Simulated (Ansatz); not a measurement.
# ClH₂O₂Si radical: a ladder of functionals and wavefunction methods

One table from this session's results is given with a row withheld; the runs are named, their logs left out.

The runs use Ansatz 0.2.0, Gaussian basis; functionals in def2-TZVPP, the program's frozen cores in correlated methods.

Levels to be run: LDA (SPW92), PBE-D4, revPBE-D4, BLYP-D4, r2SCAN-D4, B97M-V, PBE0-D4, B3LYP-D4, r2SCANh-D4, r2SCAN0-D4, HSE06-D4, BHLYP-D4, CAM-B3LYP-D4, LC-ωPBE, ωB97X-V, ωB97M-V, B2PLYP, PBE-QIDH; CCSD(T)/def2-SVP; CCSD(T)/def2-TZVPP; MP2/def2-QZVPP; extrapolation to the limit; RPA on PBE.

### The geometry

An earlier PBE0-D4 in a triple-zeta def2 set relaxation fixed the geometry.

SMILES `O[Si](O)Cl`, 6 atoms, charge 0, spin multiplicity 2.

Atoms are counted from 1 here; the program's logs count them from 0.

Bond lengths: O1–Si2 1.632 Å, O1–H5 0.959 Å, Si2–O3 1.632 Å, Si2–Cl4 2.078 Å, O3–H6 0.959 Å. Angles: Si2–O1–H5 117.0°, O1–Si2–O3 103.5°, O1–Si2–Cl4 111.0°, O3–Si2–Cl4 111.0°, Si2–O3–H6 117.0°.

Coordinates:

```
O    -0.32069    1.39127   -0.39079
Si    0.13179   -0.17679   -0.40819
O     1.19748   -0.28097    0.82364
Cl   -1.49849   -1.42504   -0.08957
H    -1.02883    1.64744   -0.98460
H     1.51875   -1.15590    1.04951
```

The first run:

in.yaml reads:

```yaml
crystal:
  periodic: [false, false, false]
  atoms:
    - {symbol: O, position_ang: [-0.320692, 1.391269, -0.390788]}
    - {symbol: Si, position_ang: [0.131791, -0.176792, -0.408186]}
    - {symbol: O, position_ang: [1.197482, -0.280965, 0.823635]}
    - {symbol: Cl, position_ang: [-1.498492, -1.425043, -0.089571]}
    - {symbol: H, position_ang: [-1.028831, 1.647443, -0.984604]}
    - {symbol: H, position_ang: [1.518752, -1.155903, 1.049514]}
basis:
  gaussian: {orbitals: def2-TZVPP}
magnetization: {spin_polarized: true, initial_magnetization: 1}
hamiltonian: {xc: lda}
output: {orbitals: {seedname: orbitals}}
```

Among the steps run: LDA; PBE-D4 (GGA); revPBE-D4 (GGA); BLYP-D4 (GGA); r2SCAN-D4 (meta-GGA); B97M-V (meta-GGA); PBE0-D4 (hybrid); B3LYP-D4 (hybrid); r2SCANh-D4 (hybrid); r2SCAN0-D4 (hybrid); HSE06-D4 (hybrid); BHLYP-D4 (hybrid); CAM-B3LYP-D4 (range-separated); LC-ωPBE-D4 (range-separated; the results give it without D4); ωB97X-V (range-separated); ωB97M-V (range-separated); B2PLYP (double hybrid); PBE-QIDH (double hybrid).

One of the session's tables, all rows but one given; the rest of the session is left out.

It belongs to the step «Frontier levels by functional». 

| functional | HOMO (eV) | LUMO (eV) | gap (eV) |
| --- | --- | --- | --- |
| LDA (SPW92) | -5.03 | -3.79 | 1.24 |
| PBE-D4 | -5.03 | -3.32 | 1.71 |
| revPBE-D4 | -4.99 | -3.15 | 1.85 |
| BLYP-D4 | -4.85 | -3.39 | 1.46 |
| r2SCAN-D4 | -5.41 | -2.79 | 2.63 |
| B97M-V | ? | ? | ? |
| PBE0-D4 | -6.30 | -2.40 | 3.90 |
| B3LYP-D4 | -6.03 | -2.84 | 3.18 |
| r2SCANh-D4 | -5.88 | -2.49 | 3.39 |
| r2SCAN0-D4 | -6.58 | -2.06 | 4.52 |
| HSE06-D4 | -5.90 | -2.78 | 3.12 |
| BHLYP-D4 | -7.43 | -1.65 | 5.78 |
| CAM-B3LYP-D4 | -7.58 | -1.57 | 6.01 |
| LC-ωPBE | -9.00 | -0.06 | 8.94 |
| ωB97X-V | -8.48 | -0.67 | 7.81 |
| ωB97M-V | -8.08 | -0.83 | 7.25 |

Estimate the missing values for B97M-V.

The run gave: HOMO (eV): -5.09; LUMO (eV): -3.42; gap (eV): 1.67. In the column «HOMO (eV)» it lies between r2SCAN-D4 (-5.41) and LDA (SPW92) (-5.03).
